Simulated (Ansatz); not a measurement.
# SiNi: the cost of one run

Computed with Ansatz 0.2.0 (DFT PBE, scalar-relativistic, plane waves, PAW, unless a step's input says otherwise).

### Step 1. The starting structure

The structure is orthorhombic, space group Pnma (No. 62). The conventional cell has a = 5.142 Å, b = 3.321 Å, c = 5.570 Å, α = 90.00°, β = 90.00°, γ = 90.00°. Si (site symmetry m) has 6 Ni at 2.27 to 2.39 Å as nearest neighbours. Around Ni (site symmetry m) lie 6 Si at 2.27 to 2.39 Å.

As a file:

```cif
data_structure
_symmetry_space_group_name_H-M 'Pnma'
_symmetry_Int_Tables_number 62
_cell_length_a 5.1415
_cell_length_b 3.3213
_cell_length_c 5.5698
_cell_angle_alpha 90.000
_cell_angle_beta 90.000
_cell_angle_gamma 90.000
_cell_volume 95.11
loop_
_atom_site_label
_atom_site_type_symbol
_atom_site_symmetry_multiplicity
_atom_site_Wyckoff_symbol
_atom_site_fract_x
_atom_site_fract_y
_atom_site_fract_z
_atom_site_occupancy
Si1 Si 4 c 0.82109 0.75000 0.58232 1
Ni1 Ni 4 c 0.50795 0.25000 0.68852 1
```

Source of the structure: the Materials Project (structure only).

(A quick probe on a coarse mesh, which set the mesh and smearing, is not shown.)

### Step 3. The relaxation

File input.yaml:

```yaml
crystal:
  lattice:
    - [5.14153507, 0.0, 0.0]
    - [0.0, 3.32129709, 0.0]
    - [0.0, 0.0, 5.56977526]
  atoms:
    - { symbol: Si, position: [0.82108937, 0.75, 0.58232443] }
    - { symbol: Si, position: [0.17891063, 0.25, 0.41767557] }
    - { symbol: Si, position: [0.32108937, 0.75, 0.91767557] }
    - { symbol: Si, position: [0.67891063, 0.25, 0.08232443] }
    - { symbol: Ni, position: [0.50794985, 0.25, 0.68852056] }
    - { symbol: Ni, position: [0.49205015, 0.75, 0.31147944] }
    - { symbol: Ni, position: [0.00794985, 0.25, 0.81147944] }
    - { symbol: Ni, position: [0.99205015, 0.75, 0.18852056] }
basis:
  ecutwfc: 420
kpoints:
  mp_grid: { grid: [8, 10, 6] }
hamiltonian:
  xc: pbe
scf:
  occupations: { method: gaussian, width: 0.1 }
output:
  forces: true
  stress: true
  eigenvalues: true
  write_density: true
  write_potential: true
  elf: true
  volumetric_format: npy
relax:
  adjacent_minimum: "off"
  f_tol: 0.005
  max_steps: 80
  cell: { stress_tol: 0.05 }
```

Run with:

```console
ansatz run input.yaml --threads 4 --pin off --max-ram 8192MiB --backend cpu --events-out ev --progress --plain --runs-dir out
```

**Question.** How long does this run take on 4 threads of Arm Neoverse V2, shared host, and how much memory does it need?

About 64 s, with a peak of 0.76 GiB.
